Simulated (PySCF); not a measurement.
# CH8SeSi2: the cost of one run

Computed with PySCF 2.14.0 and routines of our own; the level stands in each step. Atoms count from 0.

## (1) The starting structure

12 atoms, charge 0, multiplicity 1; geometry from: GFN2-xTB.

## (2) Optimising the geometry at PBE0-D3(BJ)/def2-SVP

Job settings and geometry (Å):

```
{"job": {"xc": "PBE0", "basis": "def2-SVP", "d3": "d3bj", "grid": 1, "maxiter": 30, "shake": 0.01, "kind": "geom"}, "charge": 0, "multiplicity": 1}
C     -1.786360     0.540520     0.282700
Si    -0.937390    -1.052100    -0.201450
Se     0.995560    -0.583980    -1.348040
Si     2.334110     0.372390     0.278200
H     -1.214940     1.140470     0.968070
H     -2.769220     0.367150     0.742230
H     -1.975490     1.183150    -0.596550
H     -0.543000    -1.812360     0.983200
H     -1.702770    -1.834750    -1.132250
H      3.585340     0.581910    -0.348490
H      1.670280     1.620770     0.710410
H      2.383600    -0.551450     1.417670
```

Started as:

```
OMP_NUM_THREADS=1 python heavy_run.py task.json out
```

One launch serves the whole session: the jobs run in the order shown.

Q: Estimate the wall time and peak memory of this first job on 1 thread of Arm Neoverse V2, shared host.

About 31 s, with a peak of 0.5 GiB.
